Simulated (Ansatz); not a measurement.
# C2H8O2Zr: the cost of one run

Method: the settings change from run to run; program: Ansatz 0.2.0, Gaussian basis.

### Step 1. The relaxed structure

The geometry comes from an earlier relaxation with PBE0-D4 in a triple-zeta def2 set; it is a stationary point, not always the lowest conformer. Zr takes a core potential in def2 sets; no spin-orbit term is included.

SMILES `[CH3][Zr]([CH3])([OH])[OH]`, 13 atoms, charge 0, spin multiplicity 1.

Atoms are counted from 1 here; the program's logs count them from 0.

Bond lengths: C1–Zr2 2.230 Å, C1–H6 1.097 Å, C1–H7 1.097 Å, C1–H8 1.096 Å, Zr2–C3 2.230 Å, Zr2–O4 1.920 Å, Zr2–O5 1.920 Å, C3–H9 1.097 Å, C3–H10 1.096 Å, C3–H11 1.097 Å, O4–H12 0.952 Å, O5–H13 0.952 Å. Angles: Zr2–C1–H6 110.5°, Zr2–C1–H7 110.5°, Zr2–C1–H8 113.1°, H6–C1–H7 107.7°, H6–C1–H8 107.4°, H7–C1–H8 107.4°, C1–Zr2–C3 106.0°, C1–Zr2–O4 108.1°, C1–Zr2–O5 108.1°, C3–Zr2–O4 108.1°, C3–Zr2–O5 108.1°, O4–Zr2–O5 117.9°, Zr2–C3–H9 110.5°, Zr2–C3–H10 113.1°, Zr2–C3–H11 110.5°, H9–C3–H10 107.4°, H9–C3–H11 107.7°, H10–C3–H11 107.4° and more.

Coordinates:

| atom | x (Å) | y (Å) | z (Å) |
| --- | --- | --- | --- |
| C1 | -1.8046 | -0.7577 | 0.0223 |
| Zr2 | 0.0831 | 0.3595 | -0.3814 |
| C3 | 1.5504 | -0.3417 | 1.1449 |
| O4 | 0.7273 | -0.1643 | -2.1128 |
| O5 | -0.2508 | 2.2254 | -0.0749 |
| H6 | -2.1613 | -0.5548 | 1.0396 |
| H7 | -1.6375 | -1.8386 | -0.0624 |
| H8 | -2.6148 | -0.4962 | -0.6675 |
| H9 | 1.1807 | -0.1360 | 2.1570 |
| H10 | 2.5312 | 0.1378 | 1.0504 |
| H11 | 1.7050 | -1.4245 | 1.0607 |
| H12 | 1.0308 | -0.1787 | -3.0154 |
| H13 | -0.3395 | 3.1697 | -0.1605 |

### Step 2. BHLYP/ANO-RCC-VTZP

This run has atoms shaken by 0.15 Å, high accuracy.

in.yaml

```yaml
crystal:
  periodic: [false, false, false]
  atoms:
    - {symbol: C, position_ang: [-1.838175, -0.943543, -0.128462]}
    - {symbol: Zr, position_ang: [0.240555, 0.211707, -0.517977]}
    - {symbol: C, position_ang: [1.305618, -0.270607, 1.194718]}
    - {symbol: O, position_ang: [0.596964, -0.069159, -2.213911]}
    - {symbol: O, position_ang: [-0.304429, 2.265047, -0.145841]}
    - {symbol: H, position_ang: [-1.949085, -0.791862, 1.024354]}
    - {symbol: H, position_ang: [-1.684326, -1.917796, 0.044761]}
    - {symbol: H, position_ang: [-2.424482, -0.591484, -0.479558]}
    - {symbol: H, position_ang: [1.367530, 0.072800, 2.001999]}
    - {symbol: H, position_ang: [2.477205, 0.309643, 0.995358]}
    - {symbol: H, position_ang: [1.654934, -1.329934, 1.301720]}
    - {symbol: H, position_ang: [1.209391, -0.436329, -2.778570]}
    - {symbol: H, position_ang: [-0.294544, 3.099751, -0.000472]}
basis:
  gaussian: {orbitals: ANO-RCC-VTZP}
hamiltonian: {xc: {name: BHLYP}}
accuracy: high
```

Command:

```console
ansatz run in.yaml --threads 4 --pin off --events-out ev --progress --plain --max-ram 11315MiB
```

**Question.** How long does this run take on 4 threads of Arm Neoverse V2, shared host, and how much memory does it need?

About 2.7 min, with a peak of 3.8 GiB.
